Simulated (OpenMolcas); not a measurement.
# Ni³⁺ among point charges: CASSCF levels and susceptibility

How does a field of 6 point charges split the states of Ni³⁺, and what χT follows?

The numbers are computed with OpenMolcas 26.06 (state-averaged CASSCF, spin-orbit coupling by RASSI with atomic mean-field integrals), except any that are marked as measured or tabulated.

1 further run of the same task is left out (it didn't finish).

## Step 1: The atom as given

| Property | Result |
| --- | --- |
| Species | Ni³⁺ (nickel, Z = 28, 25 electrons) |
| Basis | ANO-RCC-VTZP [6s5p3d2f1g], 59 functions |
| Scalar Hamiltonian | DKH2, point nucleus |
| Inactive shells | 1s 2s 2p 3s 3p |
| Active space | 7 electrons in 5 orbitals (3d) |
| Some configurations of this space | 3d7 |
| Orbitals | optimised for each spin and parity, averaged over all roots |

Outer shells as boxes (Hund's rule):

3d7
```
3d [↑↓][↑↓][↑ ][↑ ][↑ ]
```

The ion sits among 6 point charges of -2 e arranged as a trigonal antiprism (D3d), 1.57 Å from the ion, with a polar angle of 56.4° against the regular 54.74°. The active orbitals were held to one l.

Each step is its own input file, run in one work folder so that later steps find the files of earlier ones. Labels, J, g values, rates, χT and fits are worked out afterwards by a script from the matrices that RASSI stores. The input lists half of the charges; inversion (Group=XYZ) makes the rest.

## Step 2: One- and two-electron integrals

a.inp

```
&GATEWAY
Coord
1

Ni 0.0 0.0 0.0
Basis=ANO-RCC-VTZP
Group=XYZ
NoMove
AngMom=0.0 0.0 0.0
AMFI
XField
3 Angstrom 0
0.000000 1.307348 0.869334 -2.000000
1.132196 -0.653674 0.869334 -2.000000
1.132196 0.653674 -0.869334 -2.000000
&SEWARD
```

Command:

```console
$ OMP_NUM_THREADS=1 MOLCAS_MEM=1689 MOLCAS_PROJECT=a pymolcas a.inp > a.log
```

## Step 3: Reference wave functions, quartets of even parity, 10 roots

a.inp

```
&RASSCF
FileOrb=start.orb
Symmetry=1
Spin=4
nActEl=7 0 0
Inactive=3 6
Ras2=5 0
CIRoot=10 10 1
SDav=10
CIMx=300
Iter=120 100
PrWF=0.3
OrbListing=Nothing
MaxOrb=0
SupSym
1
15 4 5 6 7 8 12 13 14 15 16 17 18 19 20 21
0
>>> COPY $Project.JobIph JOB001
```

start.orb holds the contracted functions of the basis, ordered by shell, or the orbitals of the step before.

## Step 4: Reference wave functions, doublets of even parity, 40 roots

a.inp

```
&RASSCF
FileOrb=start.orb
Symmetry=1
Spin=2
nActEl=7 0 0
Inactive=3 6
Ras2=5 0
CIRoot=40 40 1
SDav=40
CIMx=300
Iter=120 100
PrWF=0.3
OrbListing=Nothing
MaxOrb=0
SupSym
1
15 4 5 6 7 8 12 13 14 15 16 17 18 19 20 21
0
>>> COPY $Project.JobIph JOB002
```

## Step 5: RASSI: spin-orbit coupling between the states

a.inp

```
&RASSI
NrOfJobIphs=2 10 40
1 2 3 4 5 6 7 8 9 10
1 2 3 4 5 6 7 8 9 10 11 12 13 14 15 16 17 18 19 20 21 22 23 24 25 26 27
28 29 30 31 32 33 34 35 36 37 38 39 40
IphNames
JOB001
JOB002
EJob
SpinOrbit
DIPRint=1.0
SOCoupling=1000.0
Subsets=2
Property=9
'ANGMOM' 1 'ANGMOM' 2 'ANGMOM' 3 'MLTPL  1' 1 'MLTPL  1' 2 'MLTPL  1' 3
'AMFI' 1 'AMFI' 2 'AMFI' 3
SOProperty=3
'ANGMOM' 1 'ANGMOM' 2 'ANGMOM' 3
```

**Question.** What will these runs give? Wanted: spin-free ground state; first state of the same spin within the active space; lowest level; next level.

**Answer**, as computed:

| quantity | value |
| --- | --- |
| method | CASSCF |
| spin-free ground state | 4E, 2-fold in its orbital part |
| first state of the same spin within the active space | 4A2 at 210 cm⁻¹ |
| lowest level | 2-fold E1/2, g = 4.40, 4.61, 4.61 |
| next level | 448.7 cm⁻¹ |
| χT at 300 K | 3.62 cm³ K/mol |
| effective moment at 300 K | 5.38 μB |

**Reading.** The spin-free ground state (4E) comes to 98 % from free-ion F terms and keeps the highest spin of the shell. χT at 300 K is 3.62, against 1.88 cm³ K/mol for the spin alone, so orbital moment adds to it. An active space of the d shell alone favours high spin; real ions in strong fields can be low spin. The field of point charges can differ much from that of real complexes. With metal d orbitals alone active, the gaps between spin states are rough; where two lie within a few thousand cm-1, their order is open. This is an electrostatic model: the charges have no orbitals.
